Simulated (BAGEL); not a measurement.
**HF/STO-3G (density fitting with qzvpp-jkfit) run of C2H3NOSi (SMILES N#C[SiH2]C=O)**

Aim: the vertical ionisation energy of C2H3NOSi at HF/STO-3G (density fitting with qzvpp-jkfit), from 2 runs. 

The results are computed with BAGEL 1.2.2.

**1. The system as given**

The species is C2H3NOSi (8 atoms), meant as a singlet with charge 0. As SMILES, `N#C[SiH2]C=O`. Geometry: relaxed at GFN2-xTB. This is one conformer, not always the lowest.

Bond lengths: N1–C2 1.146 Å, C2–Si3 1.867 Å, Si3–C4 1.925 Å, C4–O5 1.203 Å, Si3–H6 1.463 Å, Si3–H7 1.457 Å, C4–H8 1.112 Å. Angles: N1–C2–Si3 179.8°, C2–Si3–C4 103.9°, Si3–C4–O5 123.3°, C2–Si3–H6 107.0°, C2–Si3–H7 109.2°, C4–Si3–H6 108.5°, C4–Si3–H7 111.4°, Si3–C4–H8 117.3°, O5–C4–H8 119.4°, H6–Si3–H7 116.1°.

**2. The energy at HF/STO-3G (density fitting with qzvpp-jkfit)**

File input.json:

```json
{ "bagel": [

{
  "title": "molecule",
  "basis": "sto-3g",
  "df_basis": "qzvpp-jkfit",
  "angstrom": "true",
  "geometry": [
    { "atom": "N", "xyz": [      -1.618340,      -1.453970,       1.783830 ] },
    { "atom": "C", "xyz": [      -0.852400,      -0.757080,       1.293620 ] },
    { "atom": "Si", "xyz": [       0.399020,       0.378190,       0.498650 ] },
    { "atom": "C", "xyz": [       0.157160,       0.086150,      -1.388330 ] },
    { "atom": "O", "xyz": [       1.066670,      -0.132910,      -2.144340 ] },
    { "atom": "H", "xyz": [      -0.007570,       1.747870,       0.811940 ] },
    { "atom": "H", "xyz": [       1.736510,      -0.006750,       0.928760 ] },
    { "atom": "H", "xyz": [      -0.881050,       0.138500,      -1.784120 ] }
  ]
},

{
  "title": "hf"
},

{
  "title": "print",
  "file": "orbitals.molden",
  "orbitals": "true"
}

]}
```

The run is started by

```sh
$ BAGEL_NUM_THREADS=1 BAGEL input.json > input.out
```

What it wrote:

```text
* using 1 threads per process

  ===============================================================
  ===============================================================

  *** Geometry ***

  { "atom" : "N", "xyz" : [     -3.058219,     -2.747605,      3.370950 ] },
  { "atom" : "C", "xyz" : [     -1.610803,     -1.430674,      2.444588 ] },
  { "atom" : "Si", "xyz" : [      0.754039,      0.714676,      0.942312 ] },
  { "atom" : "C", "xyz" : [      0.296989,      0.162800,     -2.623563 ] },
  { "atom" : "O", "xyz" : [      2.015714,     -0.251163,     -4.052215 ] },
  { "atom" : "H", "xyz" : [     -0.014305,      3.302996,      1.534344 ] },
  { "atom" : "H", "xyz" : [      3.281528,     -0.012756,      1.755102 ] },
  { "atom" : "H", "xyz" : [     -1.664943,      0.261727,     -3.371498 ] },

  Number of auxiliary basis functions:      486

  Since a DF basis is specified, we compute 2- and 3-index integrals:
    o Being stored without compression. Storage requirement is 0.004 GB

  Number of basis functions:       32
  Number of electrons      :       44

    * METHOD: MOLECULE                             0.15

  *** RHF ***

  === Nuclear Repulsion ===
   179.8758260419

      * DIIS with orbital gradients will be used.

  === RHF iteration (sto-3g) ===
      0       -489.46974642          0.03038623           0.02
      1       -489.55697084          0.02658512           0.02
      2       -489.70529097          0.00229751           0.02
      3       -489.70772235          0.00123638           0.02
      4       -489.70838073          0.00037967           0.02
      5       -489.70847936          0.00009239           0.02
      6       -489.70848559          0.00001736           0.02
      7       -489.70848581          0.00000671           0.02
      8       -489.70848584          0.00000291           0.02
      9       -489.70848585          0.00000189           0.02
     10       -489.70848585          0.00000114           0.02
     11       -489.70848586          0.00000038           0.02
     12       -489.70848586          0.00000008           0.02
     13       -489.70848586          0.00000003           0.02
     14       -489.70848586          0.00000002           0.02
     15       -489.70848586          0.00000001           0.02
    * SCF iteration converged.

    * Permanent dipole moment:
           (   -0.551328,    -0.964573,     0.097956) a.u.

    * METHOD: HF                                   0.38

    * METHOD: PRINT                                0.00

  ===============================================================
```

It took 0.78 s on 1 thread of Arm Neoverse V2, shared host.

**3. The doublet cation**

File job.json:

```json
{ "bagel": [

{
  "title": "molecule",
  "basis": "sto-3g",
  "df_basis": "qzvpp-jkfit",
  "angstrom": true,
  "geometry": [
    { "atom": "N", "xyz": [      -1.618340,      -1.453970,       1.783830 ] },
    { "atom": "C", "xyz": [      -0.852400,      -0.757080,       1.293620 ] },
    { "atom": "Si", "xyz": [       0.399020,       0.378190,       0.498650 ] },
    { "atom": "C", "xyz": [       0.157160,       0.086150,      -1.388330 ] },
    { "atom": "O", "xyz": [       1.066670,      -0.132910,      -2.144340 ] },
    { "atom": "H", "xyz": [      -0.007570,       1.747870,       0.811940 ] },
    { "atom": "H", "xyz": [       1.736510,      -0.006750,       0.928760 ] },
    { "atom": "H", "xyz": [      -0.881050,       0.138500,      -1.784120 ] }
  ]
},

{ "title": "uhf", "charge": 1, "nopen": 1 },

{ "title": "print", "file": "orbitals.molden", "orbitals": true }

]}
```

The run is started by

```sh
$ BAGEL_NUM_THREADS=1 BAGEL job.json > job.out
```

What it wrote:

```text
* using 1 threads per process

  ===============================================================
  ===============================================================

  *** Geometry ***

  { "atom" : "N", "xyz" : [     -3.058219,     -2.747605,      3.370950 ] },
  { "atom" : "C", "xyz" : [     -1.610803,     -1.430674,      2.444588 ] },
  { "atom" : "Si", "xyz" : [      0.754039,      0.714676,      0.942312 ] },
  { "atom" : "C", "xyz" : [      0.296989,      0.162800,     -2.623563 ] },
  { "atom" : "O", "xyz" : [      2.015714,     -0.251163,     -4.052215 ] },
  { "atom" : "H", "xyz" : [     -0.014305,      3.302996,      1.534344 ] },
  { "atom" : "H", "xyz" : [      3.281528,     -0.012756,      1.755102 ] },
  { "atom" : "H", "xyz" : [     -1.664943,      0.261727,     -3.371498 ] },

  Number of auxiliary basis functions:      486

  Since a DF basis is specified, we compute 2- and 3-index integrals:
    o Being stored without compression. Storage requirement is 0.004 GB

  Number of basis functions:       32
  Number of electrons      :       44

    * METHOD: MOLECULE                             0.15

  *** Open-shell HF ***

  === Nuclear Repulsion ===
   179.8758260419

      * DIIS with orbital gradients will be used.

  === UHF iteration (sto-3g) ===
      0       -489.16478940          0.06555868           0.03
      1       -489.25363460          0.06185652           0.03
      2       -489.30682077          0.05344380           0.03
      3       -489.45962360          0.00499683           0.03
      4       -489.46496845          0.00393489           0.03
      5       -489.46981769          0.00136303           0.03
      6       -489.47095011          0.00028447           0.03
      7       -489.47115545          0.00016854           0.03
      8       -489.47135360          0.00012023           0.03
      9       -489.47141675          0.00009474           0.03
     10       -489.47152134          0.00007528           0.03
     11       -489.47163140          0.00005258           0.03
     12       -489.47169301          0.00002548           0.03
     13       -489.47171902          0.00001348           0.04
     14       -489.47172968          0.00000627           0.03
     15       -489.47173331          0.00000241           0.03
     16       -489.47173434          0.00000280           0.03
     17       -489.47173458          0.00000171           0.03
     18       -489.47173547          0.00000160           0.04
     19       -489.47173612          0.00000153           0.03
     20       -489.47173847          0.00000146           0.03
     21       -489.47174069          0.00000145           0.03
     22       -489.47175188          0.00000141           0.03
     23       -489.47175366          0.00000130           0.03
     24       -489.47177588          0.00000399           0.03
     25       -489.47177549          0.00000376           0.03
     26       -489.47177226          0.00000293           0.03
     27       -489.47176195          0.00000106           0.03
     28       -489.47177039          0.00000086           0.03
     29       -489.47177675          0.00000082           0.03
     30       -489.47177978          0.00000166           0.03
     31       -489.47177862          0.00000199           0.03
     32       -489.47178004          0.00000040           0.03
     33       -489.47178020          0.00000019           0.03
     34       -489.47178023          0.00000011           0.03
     35       -489.47178024          0.00000007           0.03
     36       -489.47178024          0.00000005           0.03
     37       -489.47178024          0.00000004           0.03
     38       -489.47178024          0.00000003           0.03
     39       -489.47178024          0.00000003           0.03
     40       -489.47178024          0.00000002           0.03
     41       -489.47178025          0.00000002           0.03
     42       -489.47178025          0.00000001           0.03
     43       -489.47178025          0.00000001           0.03
     44       -489.47178025          0.00000001           0.03
     45       -489.47178025          0.00000001           0.03
     46       -489.47178025          0.00000001           0.03
    * SCF iteration converged.

    * S^2 (UHF) is 0.8498

    * Permanent dipole moment:
           (   -1.090826,    -1.321395,     2.226205) a.u.

    * METHOD: UHF                                  1.70

    * METHOD: PRINT                                0.00

  ===============================================================
```

It took 2.1 s on 1 thread of Arm Neoverse V2, shared host.

**4. Outcome**

At HF/STO-3G (density fitting with qzvpp-jkfit):

| quantity | value |
| --- | --- |
| singlet C2H3NOSi: total energy | -489.70849 Eh |
| singlet C2H3NOSi: dipole moment | 2.83 D |
| singlet C2H3NOSi: HOMO energy | -8.61 eV |
| singlet C2H3NOSi: LUMO energy | 7.23 eV |
| singlet C2H3NOSi: HOMO–LUMO gap | 15.84 eV |
| doublet cation: total energy | -489.47178 Eh |
| doublet cation: ⟨S²⟩ | 0.850 |
| vertical ionisation energy (to the doublet cation) | 6.441 eV |

The vertical ionisation energy comes to 6.44 eV (149 kcal/mol). −ε(HOMO) before ionisation, 8.61 eV, is 2.17 eV above this ionisation energy. In a minimal basis such a difference can be off by several eV, whatever the method.
